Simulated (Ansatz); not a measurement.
# TaTi3Si8: the cost of one run

Computed with Ansatz 0.2.0 (DFT PBE, scalar-relativistic, plane waves, PAW, unless a step names another level, unless a step's input says otherwise).

1 further run of the same task is left out (it didn't finish).

**1. The system as given**

It takes space group C222 (No. 21, orthorhombic). The conventional cell has a = 8.288 Å, b = 8.587 Å, c = 4.817 Å, α = 90.00°, β = 90.00°, γ = 90.00°. Ti (site symmetry 222) is surrounded by 10 Si at 2.55 to 2.78 Å. Ti (site symmetry 2) has 10 Si at 2.56 to 2.82 Å as nearest neighbours. Around Ta (site symmetry 222) lie 10 Si at 2.60 to 2.81 Å. Si (site symmetry 2) is surrounded by 5 Si at 2.54 to 2.81 Å and 3 Ti at 2.57 to 2.78 Å and 2 Ta at 2.77 Å. Si (site symmetry 2) has 5 Si at 2.53 to 2.81 Å and 4 Ti at 2.56 to 2.75 Å and 1 Ta at 2.81 Å as nearest neighbours. Around Si (site symmetry 1) lie 5 Si at 2.53 to 2.87 Å and 4 Ti at 2.55 to 2.82 Å and 1 Ta at 2.60 Å.

Structure file:

```
CELL_PARAMETERS angstrom
4.14420 -4.29334 0.00000
4.14420 4.29334 0.00000
0.00000 0.00000 4.81741
ATOMIC_POSITIONS crystal
Ti 0.00000 0.00000 0.50000
Ti 0.00000 0.50000 0.75272
Ti 0.50000 0.00000 0.24728
Ta 0.50000 0.50000 0.00000
Si 0.33592 0.33592 0.50000
Si 0.83902 0.83902 0.00000
Si 0.66408 0.66408 0.50000
Si 0.16098 0.16098 0.00000
Si 0.84223 0.33863 0.25461
Si 0.33863 0.84223 0.74539
Si 0.15777 0.66137 0.25461
Si 0.66137 0.15777 0.74539
```

The cell was relaxed beforehand at this level, from a generated guess; it needn't be the stable form of this composition. At a tolerance of 0.05 Å it has space group C222 (No. 21); it has 14.29 Å³/atom, an uncorrected energy of -0.55 eV/atom over the elements.

**2. Electronic structure at the relaxed geometry**

Contents of input.yaml:

```yaml
crystal:
  lattice:
    - [4.1442018969, -4.293338425, 0.0]
    - [4.1442018969, 4.293338425, 0.0]
    - [0.0, 0.0, 4.8174139767]
  atoms:
    - { symbol: Ti, position: [0.0, 0.0, 0.5] }
    - { symbol: Ti, position: [0.0, 0.5, 0.7527237333] }
    - { symbol: Ti, position: [0.5, 0.0, 0.2472762667] }
    - { symbol: Ta, position: [0.5, 0.5, 0.0] }
    - { symbol: Si, position: [0.3359200952, 0.3359200952, 0.5] }
    - { symbol: Si, position: [0.8390206735, 0.8390206735, 0.0] }
    - { symbol: Si, position: [0.6640799048, 0.6640799048, 0.5] }
    - { symbol: Si, position: [0.1609793265, 0.1609793265, 0.0] }
    - { symbol: Si, position: [0.8422291215, 0.3386268523, 0.2546112901] }
    - { symbol: Si, position: [0.3386268523, 0.8422291215, 0.7453887099] }
    - { symbol: Si, position: [0.1577708785, 0.6613731477, 0.2546112901] }
    - { symbol: Si, position: [0.6613731477, 0.1577708785, 0.7453887099] }
basis:
  ecutwfc: 420
kpoints:
  mp_grid: { grid: [6, 6, 8] }
  band_path:
    path:
      - [[0.0, 0.0, 0.0], [-0.5, 0.5, 0.0], [-0.4829333, 0.5170667, 0.0]]
      - [[0.4829333, 0.4829333, 0.0], [0.0, 0.0, 0.0], [0.0, 0.0, 0.5], [0.4829333, 0.4829333, 0.5]]
      - [[-0.4829333, 0.5170667, 0.5], [-0.5, 0.5, 0.5], [-0.5, 0.5, 0.0]]
      - [[0.0, 0.0, 0.0], [0.0, 0.5, 0.0], [0.0, 0.5, 0.5], [0.0, 0.0, 0.5], [-0.5, 0.5, 0.5]]
    npoints: 10
hamiltonian:
  xc: pbe
scf:
  occupations: { method: gaussian, width: 0.1 }
  n_extra_bands: 30
output:
  forces: true
  stress: true
  eigenvalues: true
  populations: true
  dos: { projected: true, de: 0.02, nscf_kmesh: { grid: [8, 8, 10] } }
  bader: false
  write_density: true
  write_potential: true
  elf: true
  volumetric_format: npy
```

Command:

```
$ ansatz run input.yaml --threads 4 --pin off --max-ram 8192MiB --backend cpu --events-out ev --progress --plain --runs-dir out
```

What time and memory should one allow on 4 threads of Intel Xeon at 2.50GHz (Skylake/Cascade Lake), shared host?

About 3.4 min, with a peak of 1.4 GiB.
